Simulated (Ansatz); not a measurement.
# C₅H₁₂AlCl: ionisation energy by level of theory

One table from this session's results is given with a row withheld; the runs are named, their logs left out.

Method: unrestricted cation, the program's frozen cores in correlated methods; program: Ansatz 0.2.0, Gaussian basis.

Levels to be run: UKS PBE-D4/def2-TZVPP; UKS r2SCAN-D4/def2-TZVPP; UKS PBE0-D4/def2-TZVPP; UKS B3LYP-D4/def2-TZVPP; UKS wB97X-V/def2-TZVPP; UKS wB97M-V/def2-TZVPP; UKS B2PLYP/def2-TZVPP; then −ε(HOMO) from the neutral's earlier runs with LDA (SPW92), PBE-D4, revPBE-D4, BLYP-D4, r2SCAN-D4, B97M-V, PBE0-D4, B3LYP-D4, r2SCANh-D4, r2SCAN0-D4, HSE06-D4, BHLYP-D4, CAM-B3LYP-D4, LC-ωPBE, ωB97X-V, ωB97M-V.

**The relaxed structure**

The geometry comes from an earlier relaxation with PBE0-D4 in a triple-zeta def2 set; it is a stationary point, not always the lowest conformer.

SMILES `CC(C)(C)[CH2][AlH][Cl]`, 19 atoms, charge 0, spin multiplicity 1.

Atoms are counted from 1 here; the program's logs count them from 0.

Bond lengths: C1–C2 1.526 Å, C1–H8 1.094 Å, C1–H9 1.093 Å, C1–H10 1.094 Å, C2–C3 1.528 Å, C2–C4 1.527 Å, C2–C5 1.540 Å, C3–H11 1.094 Å, C3–H12 1.102 Å, C3–H13 1.093 Å, C4–H14 1.094 Å, C4–H15 1.093 Å, C4–H16 1.093 Å, C5–Al6 1.953 Å, C5–H17 1.097 Å, C5–H18 1.097 Å, Al6–Cl7 2.109 Å, Al6–H19 1.581 Å. Angles: C2–C1–H8 110.9°, C2–C1–H9 110.8°, C2–C1–H10 111.7°, H8–C1–H9 107.9°, H8–C1–H10 107.7°, H9–C1–H10 107.7°, C1–C2–C3 109.3°, C1–C2–C4 109.2°, C1–C2–C5 110.0°, C3–C2–C4 109.2°, C3–C2–C5 109.0°, C4–C2–C5 110.1°, C2–C3–H11 111.8°, C2–C3–H12 111.4°, C2–C3–H13 111.4°, H11–C3–H12 106.1°, H11–C3–H13 108.0°, H12–C3–H13 107.9° and more.

The first run:

File in.yaml:

```yaml
crystal:
  periodic: [false, false, false]
  atoms:
    - {symbol: C, position_ang: [-1.591379, -0.178222, -0.310550]}
    - {symbol: C, position_ang: [-0.067391, -0.245914, -0.363061]}
    - {symbol: C, position_ang: [0.434427, -1.193369, 0.725833]}
    - {symbol: C, position_ang: [0.365670, -0.775720, -1.727774]}
    - {symbol: C, position_ang: [0.529618, 1.153450, -0.123583]}
    - {symbol: Al, position_ang: [0.351898, 1.710876, 1.739310]}
    - {symbol: Cl, position_ang: [2.104130, 2.215513, 2.798784]}
    - {symbol: H, position_ang: [-2.032236, -1.167042, -0.464860]}
    - {symbol: H, position_ang: [-1.977606, 0.486525, -1.087953]}
    - {symbol: H, position_ang: [-1.946601, 0.196754, 0.654300]}
    - {symbol: H, position_ang: [0.070744, -2.213624, 0.575417]}
    - {symbol: H, position_ang: [0.078015, -0.886204, 1.722077]}
    - {symbol: H, position_ang: [1.527062, -1.224077, 0.754233]}
    - {symbol: H, position_ang: [-0.060880, -1.764457, -1.923199]}
    - {symbol: H, position_ang: [0.037621, -0.103753, -2.525116]}
    - {symbol: H, position_ang: [1.454177, -0.859516, -1.787188]}
    - {symbol: H, position_ang: [1.600600, 1.146085, -0.359843]}
    - {symbol: H, position_ang: [0.070997, 1.878086, -0.807662]}
    - {symbol: H, position_ang: [-0.990666, 1.820410, 2.567337]}
basis:
  gaussian: {orbitals: def2-TZVPP}
total_charge: 1
magnetization: {spin_polarized: true, initial_magnetization: 1}
hamiltonian: {xc: pbe, dispersion: d4}
```

Steps of the session up to this table: Cation, UKS PBE-D4/def2-TZVPP; Cation, UKS r2SCAN-D4/def2-TZVPP; Cation, UKS PBE0-D4/def2-TZVPP; Cation, UKS B3LYP-D4/def2-TZVPP; Cation, UKS wB97X-V/def2-TZVPP; Cation, UKS wB97M-V/def2-TZVPP; Cation, UKS B2PLYP (frozen core)/def2-TZVPP.

One of the session's tables, all rows but one given; the rest of the session is left out.

It belongs to the step «Ionisation energies side by side». Orbital estimates, from the neutral's runs:

| functional | −ε(HOMO) (eV) |
| --- | --- |
| LDA (SPW92) | 6.55 |
| PBE-D4 | 6.44 |
| revPBE-D4 | 6.39 |
| BLYP-D4 | 6.32 |
| r2SCAN-D4 | ? |
| B97M-V | 6.82 |
| PBE0-D4 | 7.67 |
| B3LYP-D4 | 7.48 |
| r2SCANh-D4 | 7.16 |
| r2SCAN0-D4 | 7.85 |
| HSE06-D4 | 7.28 |
| BHLYP-D4 | 8.84 |
| CAM-B3LYP-D4 | 9.03 |
| LC-ωPBE | 10.36 |
| ωB97X-V | 10.02 |
| ωB97M-V | 9.86 |

Q: Estimate the row for r2SCAN-D4 from the others.

Worked estimate for «−ε(HOMO) (eV)». Against the share of exact exchange, r2SCANh-D4 (0.1, 7.16), r2SCAN0-D4 (0.25, 7.85) give a slope of 4.60 per unit share; at 0 the line stands at 6.70.

As computed: −ε(HOMO) (eV): 6.70. In «−ε(HOMO) (eV)» the line misses by 0.00.
